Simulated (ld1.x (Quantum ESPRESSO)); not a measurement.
# Silicon: generating and testing a PAW potential

Aim: build the potential from the settings below, then test how well it stands in for the atom: other configurations, scattering, ghost states and the plane-wave cutoff that it needs.

Program: ld1.x (Quantum ESPRESSO) 7.5. Reference atom: LDA (PW92), scalar-relativistic, spherical and spin-unpolarised. All values are calculated.

**1. The atom and the settings**

The settings as typed:

| Quantity | Value |
| --- | --- |
| element | silicon (Si, Z = 14) |
| type | PAW |
| frozen core | [He] |
| valence charge | 12 |
| reference configuration | 2s2 2p6 3s2 3p1 (charge +1) |
| partial waves | 2s (bound): rcut 0.80, rcutus 1.05 bohr; 3s (bound): rcut 0.80, rcutus 1.05 bohr; 2p (bound): rcut 0.90, rcutus 1.00 bohr; 3p (bound): rcut 0.90, rcutus 1.00 bohr |
| local potential | all-electron potential smoothed inside 0.90 bohr (lloc = -1) |
| core correction | not asked for |
| augmentation charge | BESSEL, radius 0.90 bohr |

The nodes and maxima of the atom's own shells, from an earlier all-electron run, set the scale for the radii.

All-electron outer shells of the reference configuration (LDA (PW92), scalar-relativistic, ld1.x):

```json
{"shell": "1s", "level (eV)": "-1788.16", "outermost node (bohr)": "–", "outermost maximum (bohr)": "0.07"}
{"shell": "2s", "level (eV)": "-148.25", "outermost node (bohr)": "0.15", "outermost maximum (bohr)": "0.45"}
{"shell": "2p", "level (eV)": "-105.13", "outermost node (bohr)": "–", "outermost maximum (bohr)": "0.39"}
{"shell": "3s", "level (eV)": "-19.10", "outermost node (bohr)": "0.72", "outermost maximum (bohr)": "1.73"}
{"shell": "3p", "level (eV)": "-11.75", "outermost node (bohr)": "0.71", "outermost maximum (bohr)": "2.01"}
{"shell": "3d", "level (eV)": "-3.64", "outermost node (bohr)": "–", "outermost maximum (bohr)": "3.27"}
```

**2. Generation**

The input, Si.in:

```
 &input
   title='Si', zed=14., rel=1, dft='PW', iswitch=3,
   config='[Ne] 3s2 3p1',
   nld=2, rlderiv=1.15, eminld=-13.0, emaxld=5.0, deld=0.04
 /
 &inputp
   pseudotype=3, lpaw=.true., tm=.true., lloc=-1, rcloc=0.90,
   nlcc=.false.,
   which_augfun='BESSEL', rmatch_augfun=0.90,
   file_pseudopw='Si.UPF', file_wfcaegen='ae.wfc', file_wfcncgen='nc.wfc', file_beta='beta', file_chi='chi', file_wfcusgen='us.wfc'
 /
4
2S  1  0   2.00   0.00  0.80  1.05  0.0
3S  2  0   2.00   0.00  0.80  1.05  0.0
2P  2  1   6.00   0.00  0.90  1.00  0.0
3P  3  1   1.00   0.00  0.90  1.00  0.0
 &test
   configts(1)='2s2 2p6 3s2 3p1'
 /
```

Launch:

```sh
$ ld1.x < Si.in > Si.out
```

Output in Si.out (without the banner and most projector matrices):

```text
     Program LD1 v.7.5
     --------------------------- All-electron run ----------------------------

     Si
     scalar relativistic calculation

     atomic number is 14.00
     dft =PW   lsd =0 sic =0 latt =0  beta=0.20 tr2=1.0E-14
     Exchange-correlation= PW
                           (   1   4   0   0   0   0   0)
     mesh =1141 r(mesh) = 100.57892 a.u. xmin = -7.00 dx = 0.01250
     1 Ry =  13.60569312 eV, c = 137.03599908

     n l     nl                  e(Ry)          e(Ha)          e(eV)
     1 0     1S 1( 2.00)      -131.4271       -65.7136     -1788.1570
     2 0     2S 1( 2.00)       -10.8960        -5.4480      -148.2483
     2 1     2P 1( 6.00)        -7.7269        -3.8635      -105.1304
     3 0     3S 1( 2.00)        -1.4040        -0.7020       -19.1026
     3 1     3P 1( 1.00)        -0.8634        -0.4317       -11.7466

     final scf error:  5.2E-15 reached in  21 iterations

     Etot =    -577.067978 Ry,    -288.533989 Ha,   -7851.409816 eV

     Ekin =     577.965125 Ry,     288.982562 Ha,    7863.616124 eV
     Encl =   -1371.147718 Ry,    -685.573859 Ha,  -18655.415083 eV
     Eh   =     254.837895 Ry,     127.418948 Ha,    3467.246199 eV
     Exc  =     -38.723279 Ry,     -19.361640 Ha,    -526.857056 eV

     normalization and overlap integrals

     s(1S/1S) =  1.000000  <r> =   0.1116  <r2> =    0.0168  r(max) =   0.0732
     s(2S/2S) =  1.000000  <r> =   0.5704  <r2> =    0.3891  r(max) =   0.4543
     s(2P/2P) =  1.000000  <r> =   0.5382  <r2> =    0.3660  r(max) =   0.3861
     s(3S/3S) =  1.000000  <r> =   2.0528  <r2> =    4.8684  r(max) =   1.7306
     s(3P/3P) =  1.000000  <r> =   2.4500  <r2> =    7.0382  r(max) =   2.0106

     ------------------------ End of All-electron run ------------------------

     --------------------- Generating PAW atomic setup --------------------

      Generating local potential from pseudized AE potential:
      Matching radius rcloc =   0.9000

      Local pseudo, rcloc= 0.892 Estimated cut-off energy=    29.63 Ry

      Computing core charge for PAW:

       r > 0.16 : true rho core
       r < 0.16 : rho core = a sin(br)/r    a=  70.81  b=  15.74

      Integrated core pseudo-charge :   1.15
      Wfc-us  2S rcutus= 1.063  Estimated cut-off energy=    47.66 Ry
      Wfc-us  3S rcutus= 1.063  Estimated cut-off energy=   100.74 Ry
      Wfc-us  2P rcutus= 1.011  Estimated cut-off energy=    81.43 Ry
      Wfc-us  3P rcutus= 1.011  Estimated cut-off energy=   158.10 Ry

     Required augmentation: BESSEL   radius:    0.900000
     Suggested rho cutoff for augmentation:  66.76 Ry

     Estimated PAW energy = -218.328272 Ryd

     The PAW screened D coefficients
    -1.83099     2.27576     0.00000     0.00000
     2.27576     0.74029     0.00000     0.00000
     0.00000     0.00000    -7.04831    -1.27017
     0.00000     0.00000    -1.27017    -2.04087

     The PAW descreened D coefficients (US)
     0.06094    -0.91954     0.00000     0.00000
    -0.91954    -2.10364     0.00000     0.00000
     0.00000     0.00000     0.42847    -2.18170
     0.00000     0.00000    -2.18170    -3.62479

     ------------------- End of pseudopotential generation -------------------

     [... the all-electron block is printed once more ...]


     Computing logarithmic derivative in   1.15282
     Computing logarithmic derivative in   1.15282
     Computing the partial wave expansion
     R is outside the sphere for l=    0 j= 0.00
     R is outside the sphere for l=    0 j= 0.00
     R is outside the sphere for l=    1 j= 0.00
     R is outside the sphere for l=    1 j= 0.00

     ---------------------- Testing the pseudopotential ----------------------

     Si
     scalar relativistic calculation

     atomic number is 14.00   valence charge is 12.00
     dft = SLA  PW   NOGX NOGC   lsd =0 sic =0 latt =0  beta=0.20 tr2=1.0E-14
     mesh =1141 r(mesh) = 100.57892 xmin = -7.00 dx = 0.01250

     n l     nl             e AE (Ry)        e PS (Ry)    De AE-PS (Ry)
     1 0     2S   1( 2.00)      -10.89605      -10.89593       -0.00012
     2 1     2P   1( 6.00)       -7.72694       -7.72684       -0.00011
     2 0     3S   1( 2.00)       -1.40401       -1.40399       -0.00002
     3 1     3P   1( 1.00)       -0.86336       -0.86333       -0.00003

     eps = 9.8E-16  iter = 10

     Etot =    -577.067978 Ry,    -288.533989 Ha,   -7851.409816 eV
     Etotps =  -218.328220 Ry,    -109.164110 Ha,   -2970.506761 eV

     Ekin =     209.150947 Ry,     104.575473 Ha,    2845.643595 eV
     Encl =    -526.544721 Ry,    -263.272361 Ha,   -7164.005894 eV
     Ehrt =     137.788947 Ry,      68.894473 Ha,    1874.714127 eV
     Ecxc =     -38.723392 Ry,     -19.361696 Ha,    -526.858589 eV

     ---------------------- End of pseudopotential test ----------------------
```

Wall time 0.92 s (1 thread of Neoverse-V1, shared host). This counts the later configuration tests of the new file too.

All-electron and pseudo partial waves u(r) = r·R(r), from the program's wave files:

```csv
r (bohr),3s AE,3s PS
0.053,-0.1907,0.2010
0.105,-0.1208,0.3844
0.158,0.0251,0.5448
0.210,0.1641,0.6663
0.262,0.2698,0.7456
0.315,0.3357,0.7802
0.368,0.3619,0.7692
0.420,0.3552,0.7187
0.473,0.3225,0.6339
0.525,0.2717,0.5270
0.578,0.2066,0.4035
0.630,0.1343,0.2771
0.683,0.0559,0.1506
0.735,-0.0228,0.0345
0.788,-0.1024,-0.0725
0.840,-0.1783,-0.1652
0.893,-0.2521,-0.2480
0.945,-0.3202,-0.3195
0.998,-0.3847,-0.3847
1.050,-0.4427,-0.4427
1.102,-0.4954,-0.4954
1.155,-0.5437,-0.5437
1.208,-0.5865,-0.5865
1.260,-0.6233,-0.6233
1.313,-0.6557,-0.6557
1.365,-0.6828,-0.6828
```

**3. Transferability test**

The input, Si.test.in:

```
 &input
   title='Si', zed=14., rel=1, dft='PW', iswitch=2,
   config='[Ne] 3s2 3p1'
 /
 &test
   file_pseudo='Si.UPF', nconf=10,
   configts(1)='2s2 2p6 3s2 3p1',
   configts(2)='2s2 2p6 3s2 3p2',
   configts(3)='2s2 2p6 3s2 3p0',
   configts(4)='2s2 2p6 3s1 3p0',
   configts(5)='2s2 2p5 3s2 3p2',
   configts(6)='2s2 2p6 3s2 3p1.5',
   configts(7)='2s2 2p6 3s1 3p3',
   configts(8)='2s1 2p6 3s2 3p2',
   configts(9)='2s2 2p6 3s2 3p1', lsdts(9)=1,
   configts(10)='2s2 2p6 3s2 3p2', lsdts(10)=1
 /
```

Launch:

```sh
$ ld1.x < Si.test.in > Si.test.out
```

Si.test.out, the pseudopotential blocks, each with the warnings that came before it:

```text
     ---------------------- Testing the pseudopotential ----------------------

     Si
     scalar relativistic calculation

     atomic number is 14.00   valence charge is 12.00
     dft =SLA  PW   NOGX NOGC   lsd =0 sic =0 latt =0  beta=0.20 tr2=1.0E-14
     mesh =1141 r(mesh) = 100.57892 xmin = -7.00 dx = 0.01250

     n l     nl             e AE (Ry)        e PS (Ry)    De AE-PS (Ry)
     1 0     2S   1( 2.00)      -10.89605      -10.89593       -0.00012
     2 1     2P   1( 6.00)       -7.72694       -7.72684       -0.00011
     2 0     3S   1( 2.00)       -1.40401       -1.40399       -0.00002
     3 1     3P   1( 1.00)       -0.86336       -0.86333       -0.00003

     eps = 7.1E-16  iter = 10

     Etot =    -577.067978 Ry,    -288.533989 Ha,   -7851.409816 eV
     Etotps =  -218.328220 Ry,    -109.164110 Ha,   -2970.506761 eV

     Ekin =     209.150947 Ry,     104.575473 Ha,    2845.643595 eV
     Encl =    -526.544721 Ry,    -263.272361 Ha,   -7164.005895 eV
     Ehrt =     137.788947 Ry,      68.894473 Ha,    1874.714127 eV
     Ecxc =     -38.723392 Ry,     -19.361696 Ha,    -526.858589 eV

     ---------------------- End of pseudopotential test ----------------------

     ---------------------- Testing the pseudopotential ----------------------

     Si
     scalar relativistic calculation

     atomic number is 14.00   valence charge is 12.00
     dft =SLA  PW   NOGX NOGC   lsd =0 sic =0 latt =0  beta=0.20 tr2=1.0E-14
     mesh =1141 r(mesh) = 100.57892 xmin = -7.00 dx = 0.01250

     n l     nl             e AE (Ry)        e PS (Ry)    De AE-PS (Ry)
     1 0     2S   1( 2.00)      -10.19746      -10.19270       -0.00476
     2 1     2P   1( 6.00)       -7.02714       -7.01930       -0.00784  !
     2 0     3S   1( 2.00)       -0.79960       -0.80008        0.00048
     3 1     3P   1( 2.00)       -0.30596       -0.30581       -0.00015

     eps = 3.6E-15  iter = 13

     Etot =    -577.642935 Ry,    -288.821468 Ha,   -7859.232511 eV
     Etotps =  -218.903089 Ry,    -109.451544 Ha,   -2978.328252 eV
     dEtot_ae =      -0.574957 Ry
     dEtot_ps =      -0.574869 Ry,   Delta E=      -0.000089 Ry

     Ekin =     210.407581 Ry,     105.203790 Ha,    2862.740975 eV
     Encl =    -535.718471 Ry,    -267.859236 Ha,   -7288.821117 eV
     Ehrt =     145.617996 Ry,      72.808998 Ha,    1981.233762 eV
     Ecxc =     -39.210194 Ry,     -19.605097 Ha,    -533.481871 eV

     ---------------------- End of pseudopotential test ----------------------

     Warning: n=1, l=0 expected 0 nodes, found 1
     ---------------------- Testing the pseudopotential ----------------------

     Si
     scalar relativistic calculation

     atomic number is 14.00   valence charge is 12.00
     dft =SLA  PW   NOGX NOGC   lsd =0 sic =0 latt =0  beta=0.20 tr2=1.0E-14
     mesh =1141 r(mesh) = 100.57892 xmin = -7.00 dx = 0.01250

     n l     nl             e AE (Ry)        e PS (Ry)    De AE-PS (Ry)
     1 0     2S   1( 2.00)      -11.76531      -11.77327        0.00795  !
     2 1     2P   1( 6.00)       -8.59868       -8.61199        0.01330  !
     2 0     3S   1( 2.00)       -2.10638       -2.10546       -0.00092
     3 1     3P   1( 0.00)       -1.51792       -1.51836        0.00044

     eps = 1.5E-15  iter = 20

     Etot =    -575.884092 Ry,    -287.942046 Ha,   -7835.302234 eV
     Etotps =  -217.144109 Ry,    -108.572054 Ha,   -2954.396107 eV
     dEtot_ae =       1.183885 Ry
     dEtot_ps =       1.184111 Ry,   Delta E=      -0.000226 Ry

     Ekin =     206.767868 Ry,     103.383934 Ha,    2813.220164 eV
     Encl =    -514.609973 Ry,    -257.304987 Ha,   -7001.625375 eV
     Ehrt =     128.827767 Ry,      64.413883 Ha,    1752.791063 eV
     Ecxc =     -38.129771 Ry,     -19.064885 Ha,    -518.781959 eV

     ---------------------- End of pseudopotential test ----------------------
```

7 tests gave no usable energy difference (2s2 2p6 3s1 3p0; 2s2 2p5 3s2 3p2; 2s2 2p6 3s2 3p1.5; 2s2 2p6 3s1 3p3; others); the test run stopped with "negative rho".

Energies count from the reference configuration 2s2 2p6 3s2 3p1; the error is all-electron less pseudo. A star marks tests that logged a warning.

| valence configuration | charge | ΔE all-electron (eV) | error AE − PS (meV) |
| --- | --- | --- | --- |
| 2s2 2p6 3s2 3p2 | 0 | -7.823 | -1.2 |
| 2s2 2p6 3s2 3p0 * | +2 | 16.108 | -3.1 |

**4. Does it scatter like the atom?**

Taken from the files of the generation run. The phase is arctan(r·u′/u) with u = r·R, unwrapped, with energies in Ry. A pole is an energy at which the radial function vanishes at the test radius. The pseudo phase is shifted by a multiple of π to meet the all-electron one at the reference energy. Levels narrower than the energy grid can be missing from the poles. Left out: s, where the overlap operator is not positive , so their phases aren't trusted. The last column is the largest difference on the grid between −1 and +1 Ry.

| channel | radius (bohr) | reference (Ry) | poles AE | poles PS | window around the reference with phases within 0.05 rad (Ry) | largest difference near zero (rad) |
| --- | --- | --- | --- | --- | --- | --- |
| p | 1.15 | -0.86 | -6.93 | -6.93 | the whole range | 0.000 |

Phases (rad) along the scan:

```csv
E (Ry),p AE,p PS
-13.00,1.262,1.262
-12.04,1.233,1.233
-11.08,1.189,1.189
-10.12,1.109,1.108
-9.16,0.895,0.894
-8.20,-0.392,-0.393
-7.24,-1.482,-1.482
-6.28,-1.677,-1.677
-5.32,-1.762,-1.762
-4.36,-1.819,-1.819
-3.40,-1.868,-1.868
-2.44,-1.919,-1.919
-1.48,-1.975,-1.975
-0.52,-2.045,-2.045
0.44,-2.137,-2.138
1.40,-2.268,-2.269
2.36,-2.466,-2.469
3.32,-2.771,-2.779
4.28,-3.197,-3.215
```

**5. Plane-wave convergence, by spherical Bessel functions**

This step uses the generator's waves and projectors in a separate script. Basis: spherical Bessel functions vanishing at 20 bohr, q² up to the cutoff; potential fixed at the reference.

No cutoffs are read. The overlap operator is not positive in s (lowest eigenvalue -0.660), so the test is not defined there. The ghost test is not conclusive.

**6. Summary of results**

| quantity | value |
| --- | --- |
| cutoffs | not determined |
| bound ghosts | not determined |
| largest test error (AE − PS) | -3.1 meV, for 2s2 2p6 3s2 3p0 (this test logged a warning) (7 tests unsolved) |
| largest phase difference near zero energy, channels read | 0.000 rad |
| lowest eigenvalue of the overlap (Bessel basis) | -0.660 (s) |

**Reading.** The overlap operator is not positive definite in s, so a plane-wave run would break down once the basis is large enough. The worst unpolarised test, 2s2 2p6 3s2 3p0, is off by 3.1 meV on 16.1 eV; by total energies transferability rates as very good where solved. The test run broke off, so later configurations gave nothing; the verdict rests on few tests. No cutoffs are read. Ghosts could not be judged. Near zero energy the phases of the channels with partial waves that could be evaluated agree within 0.001 rad.
